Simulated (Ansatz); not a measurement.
**Cl− with SiH₃Cl: superposition error and deformation**

Aim: split the binding of a pair into the counterpoise interaction, the basis-set superposition error and the cost of deforming the fragments.

Program: Ansatz 0.2.0, Gaussian basis. Level of theory: PBE0-D4 structures, single points in def2-TZVPPD. These are calculated values, not measurements.

Levels: PBE-D4, revPBE-D4, BLYP-D4, r2SCAN-D4, B97M-V, PBE0-D4, B3LYP-D4, HSE06-D4, wB97X-V, wB97M-V, B2PLYP, Hartree-Fock, MP2, CCSD, CCSD(T).

Cores are frozen in the correlated methods. B3LYP uses VWN-RPA correlation. B2PLYP carries no dispersion term here.

129 further runs of the same task are left out: 129 set aside as unsound or not needed.

**1. Where the work starts**

The relaxed pair: 6 atoms, charge -1, spin multiplicity 1.

Atoms are counted from 1 here; the program's logs count them from 0.

Bond lengths: Cl1–Si2 2.326 Å, Si2–Cl3 2.327 Å, Si2–H4 1.478 Å, Si2–H5 1.478 Å, Si2–H6 1.478 Å. Angles: Cl1–Si2–Cl3 180.0°, Cl1–Si2–H4 90.0°, Cl1–Si2–H5 90.0°, Cl1–Si2–H6 90.0°, Cl3–Si2–H4 90.0°, Cl3–Si2–H5 90.0°, Cl3–Si2–H6 90.0°, H4–Si2–H5 120.0°, H4–Si2–H6 120.0°, H5–Si2–H6 120.0°.

Coordinates:

```xyz
6
charge -1, multiplicity 1
Cl   -0.48872    0.06970   -2.27346
Si    0.00000    0.00002    0.00000
Cl    0.48874   -0.06967    2.27355
H     0.96552    1.10555   -0.17381
H    -1.41388    0.29600    0.31301
H     0.44833   -1.40149   -0.13939
```

Atoms 1 to 1 are fragment A (Cl−), the rest fragment B (SiH₃Cl). From earlier runs, pair energy (eV) and counterpoise interaction (kcal/mol):

```
      method       E(pair)  interaction
      PBE-D4  -32962.59545       -51.27
   revPBE-D4  -32971.09245       -51.00
     BLYP-D4  -32976.82341       -47.22
   r2SCAN-D4  -32974.58970       -52.38
      B97M-V  -32968.44188       -51.33
     PBE0-D4  -32965.44736       -53.29
    B3LYP-D4  -32978.79426       -49.51
    HSE06-D4  -32964.82517       -53.23
     wB97X-V  -32972.01972       -52.06
     wB97M-V  -32974.94482       -51.86
      B2PLYP  -32966.55085       -48.63
Hartree-Fock  -32921.47630       -45.40
         MP2  -32936.20524       -51.42
     CCSD(T)  -32938.23705       -49.72
```

First each fragment is run alone in its own basis, frozen in the shape it has in the pair (a, b).

**2. wB97X-V/def2-TZVPPD**

Input file a/in.yaml:

```yaml
crystal:
  periodic: [false, false, false]
  atoms:
    - {symbol: Cl, position_ang: [-0.488723, 0.069696, -2.273457]}
basis:
  gaussian: {orbitals: "def2-TZVPPD.json"}
total_charge: -1
hamiltonian: {xc: {name: wB97X-V}}
```

Input file b/in.yaml:

```yaml
crystal:
  periodic: [false, false, false]
  atoms:
    - {symbol: Si, position_ang: [0.000004, 0.000016, 0.000002]}
    - {symbol: Cl, position_ang: [0.488744, -0.069673, 2.273551]}
    - {symbol: H, position_ang: [0.965520, 1.105551, -0.173808]}
    - {symbol: H, position_ang: [-1.413878, 0.295996, 0.313008]}
    - {symbol: H, position_ang: [0.448333, -1.401487, -0.139395]}
basis:
  gaussian: {orbitals: "def2-TZVPPD.json"}
hamiltonian: {xc: {name: wB97X-V}}
```

The basis file named in the input lies beside it (Basis Set Exchange, JSON).

One command serves all of them, each in its own folder.

Run with:

```
ansatz run in.yaml --threads 2 --pin off --events-out ev --progress --plain --max-ram 5222MiB
```

a printed:

```text
Functional definition: wB97X-V
  name "wB97X-V"
  cite "Mardirossian & Head-Gordon, Phys. Chem. Chem. Phys. 16, 9904 (2014) doi:10.1039/C3CP54374A"
  cite "Becke, J. Chem. Phys. 107, 8554 (1997) doi:10.1063/1.475007"
  cite "Vydrov & Van Voorhis, J. Chem. Phys. 133, 244103 (2010) doi:10.1063/1.3521275"
  parameter omega = 0.3/bohr
  parameter cx = 0.167
  parameter cx1 = 0.603
  parameter cx2 = 1.194
  parameter css0 = 0.556
  parameter css1 = -0.257
  parameter cos0 = 1.219
  parameter cos1 = -1.850
  parameter b = 6.0
  parameter c = 0.01
  exchange = spin_sum(e_x_unif_sr(omega)*poly(b97_u_x, 1 - cx, cx1, cx2)) + cx*exact_x_sr(omega) + exact_x_lr(omega)
  correlation = spin_sum(e_c_pw_same_spin*poly(b97_u_same, css0, css1))
      + integral(e_c_pw_opposite_spin*poly(b97_u_opposite, cos0, cos1)) + vv10(b, c)
327 factors; their error is unknown
60 factors; integrals over basis functions are off by at most 9.2e-5 eV
mean field evaluation 1: about -12522.3621 eV, gradient 1.9e1 eV
mean field evaluation 2: about -12522.7269 eV, gradient 1.4e1 eV
mean field evaluation 4: about -12523.0001 eV, gradient 4.6e-2 eV
mean field evaluation 8: about -12523.0240 eV, gradient 8.1e-4 eV
mean field -12523.02401890 eV, -460.2126442842 hartree, gradient 8.1e-6 eV, S^2 0.000000; 0 other end points of the search recorded, 0 dependent functions left out
reference -12523.02401757 eV, -460.2126442353 hartree; 9, 9 occupied and 42, 42 virtual orbitals, 327 factors
Total energy: -12523.02401757 eV, -460.2126442353 hartree
```

b printed, shortened:

```text
[... 5 set-up lines as earlier in the session ...]
[...]
      + integral(e_c_pw_opposite_spin*poly(b97_u_opposite, cos0, cos1)) + vv10(b, c)
819 factors; their error is unknown
203 factors; integrals over basis functions are off by at most 4.1e-5 eV
[...]
mean field -20446.72610675 eV, -751.4033251344 hartree, gradient 9.9e-6 eV, S^2 0.000000; 0 other end points of the search recorded, 0 dependent functions left out
reference -20446.72610421 eV, -751.4033250409 hartree; 17, 17 occupied and 133, 133 virtual orbitals, 819 factors
Total energy: -20446.72610421 eV, -751.4033250409 hartree
```

They took 0.46 s (a), 2.4 s (b) on 2 threads of Intel Xeon 6975P-C, shared host.

**3. wB97M-V/def2-TZVPPD**

Each input of step 2 (a, b) changes in the same lines:

```diff
-hamiltonian: {xc: {name: wB97X-V}}
+hamiltonian: {xc: {name: wB97M-V}}
```

The same command starts each run, in its folder.

Run with:

```
ansatz run in.yaml --threads 2 --pin off --events-out ev --progress --plain --max-ram 5222MiB
```

Log of a, shortened:

```text
Functional definition: wB97M-V
  name "wB97M-V"
  cite "Mardirossian & Head-Gordon, J. Chem. Phys. 144, 214110 (2016) doi:10.1063/1.4952647"
[... 2 set-up lines as earlier in the session ...]
  # Of w^i u^j: cxij and so on, Table III.
[...]
  gx(w, u) = 1 - cx + cx01*u + cx10*w
  gss(w, u) = css00 + css04*u^4 + css10*w + css20*w^2 + css43*w^4*u^3
  gos(w, u) = cos00 + cos10*w + (cos20 + cos21*u)*w^2 + (cos60 + cos61*u)*w^6
[...]
      + integral(e_c_pw_mod_opposite_spin*gos(b97_w_opposite, b97_u_opposite)) + vv10(b, c)
327 factors; their error is unknown
60 factors; integrals over basis functions are off by at most 9.2e-5 eV
[...]
mean field -12524.30685360 eV, -460.2597875899 hartree, gradient 4.6e-5 eV, S^2 0.000000; 0 other end points of the search recorded, 0 dependent functions left out
reference -12524.30688670 eV, -460.2597888060 hartree; 9, 9 occupied and 42, 42 virtual orbitals, 327 factors
Total energy: -12524.30688670 eV, -460.2597888060 hartree
```

Log of b, shortened:

```text
[... 5 set-up lines as earlier in the session ...]
  # Of w^i u^j: cxij and so on, Table III.
[...]
  gx(w, u) = 1 - cx + cx01*u + cx10*w
  gss(w, u) = css00 + css04*u^4 + css10*w + css20*w^2 + css43*w^4*u^3
  gos(w, u) = cos00 + cos10*w + (cos20 + cos21*u)*w^2 + (cos60 + cos61*u)*w^6
[...]
      + integral(e_c_pw_mod_opposite_spin*gos(b97_w_opposite, b97_u_opposite)) + vv10(b, c)
814 factors; their error is unknown
203 factors; integrals over basis functions are off by at most 4.1e-5 eV
[...]
mean field -20448.38037609 eV, -751.4641184111 hartree, gradient 7.4e-5 eV, S^2 0.000000; 0 other end points of the search recorded, 0 dependent functions left out
reference -20448.38043933 eV, -751.4641207353 hartree; 17, 17 occupied and 133, 133 virtual orbitals, 814 factors
Total energy: -20448.38043933 eV, -751.4641207353 hartree
```

Wall times: 0.45 s (a), 2.5 s (b) on 2 threads of Intel Xeon 6975P-C, shared host.

**4. B2PLYP/def2-TZVPPD**

The same edit goes into each in.yaml of step 3 (a, b):

```diff
-hamiltonian: {xc: {name: wB97M-V}}
+hamiltonian: {xc: {name: B2PLYP}}
```

The same command starts each run, in its folder.

Run with:

```
ansatz run in.yaml --threads 2 --pin off --events-out ev --progress --plain --max-ram 5222MiB
```

Log of a, shortened:

```text
Functional definition: B2PLYP
  name "B2PLYP"
  cite "Grimme, J. Chem. Phys. 124, 034108 (2006) doi:10.1063/1.2148954"
  cite "Becke, Phys. Rev. A 38, 3098 (1988) doi:10.1103/PhysRevA.38.3098"
  cite "Lee, Yang & Parr, Phys. Rev. B 37, 785 (1988) doi:10.1103/PhysRevB.37.785"
[...]
293 factors; integrals over basis functions are off by at most 1.6e-4 eV
[...]
mean field -12519.61027230 eV, -460.0871914103 hartree, gradient 5.8e-6 eV, S^2 0.000000; 0 other end points of the search recorded, 0 dependent functions left out
5 core orbitals not correlated: weight in the atoms' cores, before any rotation towards them, 1.000 or more for the frozen orbitals, at most 0.000 for the correlated occupied ones
reference -12519.61036088 eV, -460.0871946657 hartree; 4, 4 occupied and 42, 42 virtual orbitals, 293 factors
second order -6.74510282 eV of doubles, -0.00000000 eV of singles
Total energy: -12521.43153864 eV, -460.1541217140 hartree
```

Output in b, shortened:

```text
[... 5 set-up lines as earlier in the session ...]
[...]
838 factors; integrals over basis functions are off by at most 1.5e-3 eV
[...]
mean field -20440.04542189 eV, -751.1578144939 hartree, gradient 2.9e-6 eV, S^2 0.000000; 0 other end points of the search recorded, 0 dependent functions left out
10 core orbitals not correlated: weight in the atoms' cores, before any rotation towards them, 1.000 or more for the frozen orbitals, at most 0.000 for the correlated occupied ones
reference -20440.04558109 eV, -751.1578203446 hartree; 7, 7 occupied and 133, 133 virtual orbitals, 838 factors
second order -10.85360055 eV of doubles, -0.00000000 eV of singles
Total energy: -20442.97605324 eV, -751.2655132097 hartree
```

Wall times: 0.25 s (a), 1.7 s (b) on 2 threads of Intel Xeon 6975P-C, shared host.

**5. B97M-V/def2-TZVPPD**

Each input of step 4 (a, b) changes in the same lines:

```diff
-hamiltonian: {xc: {name: B2PLYP}}
+hamiltonian: {xc: {name: B97M-V}}
```

The same command starts each run, in its folder.

Run with:

```
ansatz run in.yaml --threads 2 --pin off --events-out ev --progress --plain --max-ram 5222MiB
```

Log of a, shortened:

```text
Functional definition: B97M-V
  name "B97M-V"
  cite "Mardirossian & Head-Gordon, J. Chem. Phys. 142, 074111 (2015) doi:10.1063/1.4907719"
[... 2 set-up lines as earlier in the session ...]
  # Of w^i u^j: cxij and so on, Table III.
[...]
  gx(w, u) = cx00 + cx01*u + cx02*u^2 + (cx10 + cx11*u)*w
  gss(w, u) = css00 + css02*u^2 + css10*w + (css32*w^3 + css42*w^4)*u^2
  gos(w, u) = cos00 + cos01*u + cos03*u^3 + cos10*w + cos32*w^3*u^2
[...]
      + integral(e_c_pw_mod_opposite_spin*gos(b97_w_opposite, b97_u_opposite)) + vv10(b, c)
324 factors; their error is unknown
[...]
mean field -12521.66207109 eV, -460.1625936250 hartree, gradient 8.4e-5 eV, S^2 0.000000; 0 other end points of the search recorded, 0 dependent functions left out
reference -12521.66210999 eV, -460.1625950546 hartree; 9, 9 occupied and 42, 42 virtual orbitals, 324 factors
Total energy: -12521.66210999 eV, -460.1625950546 hartree
```

Output in b, shortened:

```text
[... 5 set-up lines as earlier in the session ...]
  # Of w^i u^j: cxij and so on, Table III.
[...]
  gx(w, u) = cx00 + cx01*u + cx02*u^2 + (cx10 + cx11*u)*w
  gss(w, u) = css00 + css02*u^2 + css10*w + (css32*w^3 + css42*w^4)*u^2
  gos(w, u) = cos00 + cos01*u + cos03*u^3 + cos10*w + cos32*w^3*u^2
[...]
      + integral(e_c_pw_mod_opposite_spin*gos(b97_w_opposite, b97_u_opposite)) + vv10(b, c)
806 factors; their error is unknown
[...]
mean field -20444.54134061 eV, -751.3230364598 hartree, gradient 2.0e-5 eV, S^2 0.000000; 0 other end points of the search recorded, 0 dependent functions left out
reference -20444.54141747 eV, -751.3230392843 hartree; 17, 17 occupied and 133, 133 virtual orbitals, 806 factors
Total energy: -20444.54141747 eV, -751.3230392843 hartree
```

They took 0.3 s (a), 2.7 s (b) on 2 threads of Intel Xeon 6975P-C, shared host.

**6. CCSD(T)/def2-TZVPPD**

The same edit goes into each in.yaml of step 5 (a, b):

```diff
-hamiltonian: {xc: {name: B97M-V}}
+correlation: {method: ccsd_t}
```

One command serves all of them, each in its own folder.

Run with:

```
ansatz run in.yaml --threads 2 --pin off --events-out ev --progress --plain --max-ram 5222MiB
```

Log of a, shortened:

```text
Functional definition: HF
  name "HF"
  cite "Fock, Z. Phys. 61, 126 (1930) doi:10.1007/BF01340294"
  parent pbe
[...]
293 factors; integrals over basis functions are off by at most 1.6e-4 eV
[...]
mean field -12505.39286953 eV, -459.5647114954 hartree, gradient 8.0e-6 eV, S^2 0.000000; 0 other end points of the search recorded, 0 dependent functions left out
5 core orbitals not correlated: weight in the atoms' cores, before any rotation towards them, 1.000 or more for the frozen orbitals, at most 0.000 for the correlated occupied ones
reference -12505.39286953 eV, -459.5647114954 hartree; 4, 4 occupied and 42, 42 virtual orbitals, 293 factors
second order -5.54525689 eV of doubles, -0.00000000 eV of singles
cycle   1  -5.85548271 eV  change   -3.1e-1 eV  update   4.0e-2
[...]
cycle   8  -5.97235897 eV  change   -1.2e-6 eV  update   3.9e-6
perturbative correction -0.24425678 eV, -0.0089762710 hartree
Total energy: -12511.60948527 eV, -459.7931679102 hartree
```

Output in b, shortened:

```text
[... 4 set-up lines as earlier in the session ...]
[...]
838 factors; integrals over basis functions are off by at most 1.5e-3 eV
[...]
mean field -20414.10655354 eV, -750.2045786641 hartree, gradient 1.5e-6 eV, S^2 0.000000; 0 other end points of the search recorded, 0 dependent functions left out
10 core orbitals not correlated: weight in the atoms' cores, before any rotation towards them, 1.000 or more for the frozen orbitals, at most 0.000 for the correlated occupied ones
reference -20414.10655354 eV, -750.2045786641 hartree; 7, 7 occupied and 133, 133 virtual orbitals, 838 factors
second order -8.84426171 eV of doubles, -0.00000000 eV of singles
cycle   1  -9.57631211 eV  change   -7.3e-1 eV  update   6.8e-2
[...]
cycle   9  -9.89427754 eV  change   -1.6e-5 eV  update   1.6e-5
perturbative correction -0.37912414 eV, -0.0139325552 hartree
Total energy: -20424.37995522 eV, -750.5821192124 hartree
```

Wall times: 0.25 s (a), 5.5 s (b) on 2 threads of Intel Xeon 6975P-C, shared host; peak memory 1 GiB.

**7. Relaxing SiH₃Cl alone**

Input file relax-b/in.yaml:

```yaml
crystal:
  periodic: [false, false, false]
  atoms:
    - {symbol: Si, position_ang: [0.000004, 0.000016, 0.000002]}
    - {symbol: Cl, position_ang: [0.488744, -0.069673, 2.273551]}
    - {symbol: H, position_ang: [0.965520, 1.105551, -0.173808]}
    - {symbol: H, position_ang: [-1.413878, 0.295996, 0.313008]}
    - {symbol: H, position_ang: [0.448333, -1.401487, -0.139395]}
basis:
  gaussian: {orbitals: def2-TZVP}
hamiltonian: {xc: pbe0, dispersion: d4}
relax: {f_tol: 0.005, max_steps: 200}
```

Run with:

```
ansatz run in.yaml --threads 2 --pin off --events-out ev --progress --plain --max-ram 5222MiB
```

The log of the run, shortened:

```text
Functional definition: PBE0
  name "PBE0"
  cite "Adamo & Barone, J. Chem. Phys. 110, 6158 (1999) doi:10.1063/1.478522"
  cite "Perdew, Burke & Ernzerhof, Phys. Rev. Lett. 77, 3865 (1996) doi:10.1103/PhysRevLett.77.3865"
[... 1 set-up line as earlier in the session ...]
[...]
668 factors; their error is unknown
[...]
mean field -20442.25133003 eV, -751.2388801230 hartree, gradient 7.8e-5 eV, S^2 0.000000; 0 other end points of the search recorded, 0 dependent functions left out
[...]
reference -20442.25135732 eV, -751.2388811258 hartree; 17, 17 occupied and 75, 75 virtual orbitals, 668 factors
relax step   1: F+E_penalty+E_count = -20442.31354511 eV  Δ(F+E_penalty+E_count) = +0.000e0 eV  max|allowed force component| = 4.436e0 eV/Å  Δτ_max = 0.0000 Å  (21 SCF iters, accepted)
[...]
668 factors; their error is unknown
mean field -20443.33419749 eV, -751.2786747683 hartree, gradient 4.7e-5 eV, S^2 0.000000; 1 other end points of the search recorded, 0 dependent functions left out
[...]
reference -20443.33422390 eV, -751.2786757388 hartree; 17, 17 occupied and 75, 75 virtual orbitals, 668 factors
Total energy: -20443.39654075 eV, -751.2809658406 hartree
Atom 0 at     0.070778    -0.010076     0.329240 Å, force    -0.000018     0.000005    -0.000091 eV/Å
Atom 1 at     0.502204    -0.071571     2.335986 Å, force    -0.000094     0.000013    -0.000436 eV/Å
Atom 2 at     0.889023     1.054097    -0.295615 Å, force     0.000728     0.000785     0.000052 eV/Å
Atom 3 at    -1.371048     0.285148     0.166715 Å, force    -0.000974     0.000205     0.000399 eV/Å
Atom 4 at     0.397766    -1.327195    -0.262967 Å, force     0.000357    -0.001008     0.000076 eV/Å
Dipole moment:    -0.055066     0.007850    -0.256139 e Å
```

Wall time 4.5 s (2 threads of Intel Xeon 6975P-C, shared host).

Step by step:

```
step  energy from step 1 (eV)  largest force component (eV/Å)
   1                   0.0000                          4.4361
   2                  -0.8318                          2.3461
   3                  -0.9316                          3.0251
   4                  -1.0685                          0.5487
   5                  -1.0788                          0.2139
   6                  -1.0829                          0.0324
   7                  -1.0830                          0.0010
```

Distances of close pairs at the start and the end, largest changes first:

```
   bond  before (Å)  after (Å)  change (Å)
Si1–Cl2       2.327      2.054      -0.273
 Si1–H4       1.478      1.481      +0.003
 Si1–H3       1.478      1.481      +0.003
 Si1–H5       1.478      1.481      +0.003
```

**8. PBE-D4/def2-TZVPPD**

Input file free-b/in.yaml:

```yaml
crystal:
  periodic: [false, false, false]
  atoms:
    - {symbol: Si, position_ang: [0.070778, -0.010076, 0.329240]}
    - {symbol: Cl, position_ang: [0.502204, -0.071571, 2.335986]}
    - {symbol: H, position_ang: [0.889023, 1.054097, -0.295615]}
    - {symbol: H, position_ang: [-1.371048, 0.285148, 0.166715]}
    - {symbol: H, position_ang: [0.397766, -1.327195, -0.262967]}
basis:
  gaussian: {orbitals: "def2-TZVPPD.json"}
hamiltonian: {xc: pbe, dispersion: d4}
```

Run with:

```
ansatz run in.yaml --threads 2 --pin off --events-out ev --progress --plain --max-ram 5222MiB
```

The log of the run:

```text
Functional definition: PBE
  name "PBE"
[... 2 set-up lines as earlier in the session ...]
  parameter kappa = 0.804
  parameter beta = 0.06672455060314922
  exchange = pbe_x(kappa = kappa, mu = beta*pi^2/3)
  correlation = pbe_c(beta = beta)
806 factors; their error is unknown
mean field evaluation 1: about -20440.5643 eV, gradient 1.6e1 eV
mean field evaluation 2: about -20440.9431 eV, gradient 1.4e1 eV
mean field evaluation 4: about -20441.4705 eV, gradient 1.1e0 eV
mean field evaluation 8: about -20441.4534 eV, gradient 2.3e-2 eV
mean field -20441.45341221 eV, -751.2095571838 hartree, gradient 4.0e-5 eV, S^2 0.000000; 0 other end points of the search recorded, 0 dependent functions left out
reference -20441.45346232 eV, -751.2095590253 hartree; 17, 17 occupied and 133, 133 virtual orbitals, 806 factors
Total energy: -20441.52842019 eV, -751.2123136763 hartree
```

Wall time 0.7 s (2 threads of Intel Xeon 6975P-C, shared host).

**9. r2SCAN-D4/def2-TZVPPD**

free-b/in.yaml: that of step 8 with these lines changed.

```diff
@@ -10,2 +10,2 @@
   gaussian: {orbitals: "def2-TZVPPD.json"}
-hamiltonian: {xc: pbe, dispersion: d4}
+hamiltonian: {xc: r2scan, dispersion: d4}
```

Run with:

```
ansatz run in.yaml --threads 2 --pin off --events-out ev --progress --plain --max-ram 5222MiB
```

The log of the run:

```text
Functional definition: r2SCAN
  name "r2SCAN"
  cite "Furness, Kaplan, Ning, Perdew & Sun, J. Phys. Chem. Lett. 11, 8208 (2020) doi:10.1021/acs.jpclett.0c02405"
  cite "Furness, Kaplan, Ning, Perdew & Sun, J. Phys. Chem. Lett. 11, 9248 (2020) doi:10.1021/acs.jpclett.0c03077"
  parent r2scan
  parameter k0 = 0.174
  parameter k1 = 0.065
  parameter a1 = 4.9479
  exchange = r2scan_x(k0 = k0, k1 = k1, a1 = a1)
  correlation = r2scan_c
806 factors; their error is unknown
mean field evaluation 1: about -20448.7559 eV, gradient 1.4e1 eV
mean field evaluation 2: about -20449.0501 eV, gradient 1.1e1 eV
mean field evaluation 4: about -20449.3168 eV, gradient 8.4e-1 eV
mean field evaluation 8: about -20449.2971 eV, gradient 2.6e-1 eV
mean field evaluation 16: about -20449.2972 eV, gradient 7.8e-5 eV
mean field -20449.29715053 eV, -751.4978092507 hartree, gradient 7.8e-5 eV, S^2 0.000000; 0 other end points of the search recorded, 0 dependent functions left out
reference -20449.29716789 eV, -751.4978098885 hartree; 17, 17 occupied and 133, 133 virtual orbitals, 806 factors
Total energy: -20449.31345288 eV, -751.4984083509 hartree
```

It took 1.4 s on 2 threads of Intel Xeon 6975P-C, shared host.

**10. PBE0-D4/def2-TZVPPD**

free-b/in.yaml: that of step 9 with these lines changed.

```diff
@@ -10,2 +10,3 @@
   gaussian: {orbitals: "def2-TZVPPD.json"}
-hamiltonian: {xc: r2scan, dispersion: d4}
+hamiltonian: {xc: pbe0, dispersion: d4}
+output: {orbitals: {seedname: orbitals}}
```

Run with:

```
ansatz run in.yaml --threads 2 --pin off --events-out ev --progress --plain --max-ram 5222MiB
```

The log of the run, shortened:

```text
[... 5 set-up lines as earlier in the session ...]
  parameter a = 0.25
[... 2 set-up lines as earlier in the session ...]
  exchange = (1 - a)*pbe_x(kappa = kappa, mu = beta*pi^2/3) + a*exact_x
[... 1 set-up line as earlier in the session ...]
833 factors; their error is unknown
mean field evaluation 1: about -20443.0153 eV, gradient 1.1e1 eV
mean field evaluation 2: about -20443.2356 eV, gradient 6.8e0 eV
mean field evaluation 4: about -20443.3184 eV, gradient 1.9e-1 eV
mean field evaluation 8: about -20443.3692 eV, gradient 2.7e-2 eV
mean field -20443.36923930 eV, -751.2799625309 hartree, gradient 4.4e-5 eV, S^2 0.000000; 0 other end points of the search recorded, 0 dependent functions left out
reference -20443.36927733 eV, -751.2799639284 hartree; 17, 17 occupied and 133, 133 virtual orbitals, 833 factors
Total energy: -20443.43159417 eV, -751.2822540302 hartree
```

Run time: 1.1 s. Hardware: 2 threads of Intel Xeon 6975P-C, shared host.

(Part 1 of 2 ends here.)
